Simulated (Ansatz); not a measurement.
# AlGa3O6: the band gap up the ladder of functionals

An exercise on one series of results from a longer session: the logs are not shown, and one member is left open.

Code: Ansatz 0.2.0. PAW datasets, plane waves. No spin polarisation and no zero-point or thermal motion; the cell was built from a prototype and may be hypothetical.

**The system as given**

The cell was relaxed beforehand with r2SCAN.

Space group Cm (No. 8), monoclinic; a = 12.180 Å, b = 3.012 Å, c = 5.757 Å, β = 103.6° in the conventional setting, 10.26 Å³ an atom. Ga has 6 O at 1.93–2.05 Å; Ga has 6 O at 1.92–2.09 Å; Ga has 4 O at 1.82–1.86 Å; Al has 4 O at 1.77–1.80 Å; O has 2 Al at 1.78 Å and 1 Ga at 1.98 Å.

The structure in full:

```
Ga Al O
1.0
     6.09006   -1.50606    0.00908
     6.09006    1.50606    0.00908
    -1.36448    0.00000    5.59285
Ga Al O
3 1 6
Cartesian
  7.5775 0.0000 1.7737
  3.2286 0.0000 3.8457
  0.0148 0.0000 4.4490
  10.8063 0.0000 1.1713
  5.6306 0.0000 1.4200
  5.1260 0.0000 4.1533
  1.3492 0.0000 3.1559
  9.5068 0.0000 2.4220
  8.9991 0.0000 5.0479
  1.8393 0.0000 0.6163
```

The first run:

Input file input.yaml:

```yaml
crystal:
  lattice:
    - [6.0900592513, -1.5060647054, 0.0090782748]
    - [6.0900592513, 1.5060647054, 0.0090782748]
    - [-1.3644810492, 0.0, 5.5928454918]
  atoms:
    - { symbol: Ga, position: [0.6574087139, 0.6574087139, 0.315006799] }
    - { symbol: Ga, position: [0.3419753092, 0.3419753092, 0.6864940407] }
    - { symbol: Ga, position: [0.0902970626, 0.0902970626, 0.7951957433] }
    - { symbol: Al, position: [0.9103371783, 0.9103371783, 0.2064665033] }
    - { symbol: O, position: [0.4905426579, 0.4905426579, 0.2522980686] }
    - { symbol: O, position: [0.5038553548, 0.5038553548, 0.740971191] }
    - { symbol: O, position: [0.1739184496, 0.1739184496, 0.5637022194] }
    - { symbol: O, position: [0.8287267214, 0.8287267214, 0.4303643689] }
    - { symbol: O, position: [0.8396420761, 0.8396420761, 0.899833271] }
    - { symbol: O, position: [0.1632964762, 0.1632964762, 0.1096677949] }
kpoints:
  mp_grid: { grid: [8, 8, 6] }
  band_path:
    path:
      - [[0.0, 0.0, 0.0], [-0.2661874308873, 0.2661874308873, -1.710816325881e-17]]
      - [[-0.7338125691127, -0.2661874308873, -7.199618810227e-17], [-0.5, -0.5, -4.729014516961e-17], [0.0, 0.0, 0.0], [-0.5, -0.5, 0.5], [-0.7418804609845, -0.2581195390155, 0.5]]
      - [[-0.2581195390155, 0.2581195390155, 0.5], [-5.098376782773e-20, 1.912965799654e-20, 0.5], [0.0, 0.0, 0.0]]
      - [[-0.5, -7.421175206234e-18, 0.5], [0.0, 0.0, 0.0], [-0.5, -1.966894335973e-17, -4.483296816631e-17]]
    npoints: 10
hamiltonian:
  xc: pbe
scf:
  occupations: { method: fermi_dirac, width: 0.02 }
  n_extra_bands: 6
output:
  forces: true
  stress: true
  eigenvalues: true
```

Started as:

```sh
> ansatz run input.yaml --threads 2 --pin off --max-ram 29491MiB --backend cpu --events-out ev --progress --plain --runs-dir out
```

Steps of the session up to this table: PBE bands along the symmetry lines; r2SCAN at the same geometry; Single point with HSE06; Single point with PBE+SOC; PBE0 at the same geometry.

One of the session's tables, all rows but one given; the rest of the session is left out.

| level | gap (eV) |
| --- | --- |
| PBE | 2.88 |
| r2SCAN | ? |
| HSE06 | 4.70 |
| PBE+SOC | 2.88 |
| PBE0 | 5.43 |

**Question.** Estimate the row for r2SCAN.

**Answer.** gap (eV): 3.56. In the column «gap (eV)» it lies between PBE+SOC (2.88) and HSE06 (4.70).

Meshes: PBE 8×8×6, r2SCAN 8×8×6, HSE06 6×6×4, PBE+SOC 8×8×6, PBE0 6×6×4

In words: PBE gives the least gap, 2.88 eV, and PBE0 the largest, 5.43 eV. PBE reaches 61 % of the HSE06 value, and r2SCAN 76 %. PBE0 lies 0.73 eV above HSE06, which differs from it by screening the long-range exchange.

Caveats from the session: Warnings in the runs' records: stress scf threshold loose, stress exchange threshold loose.
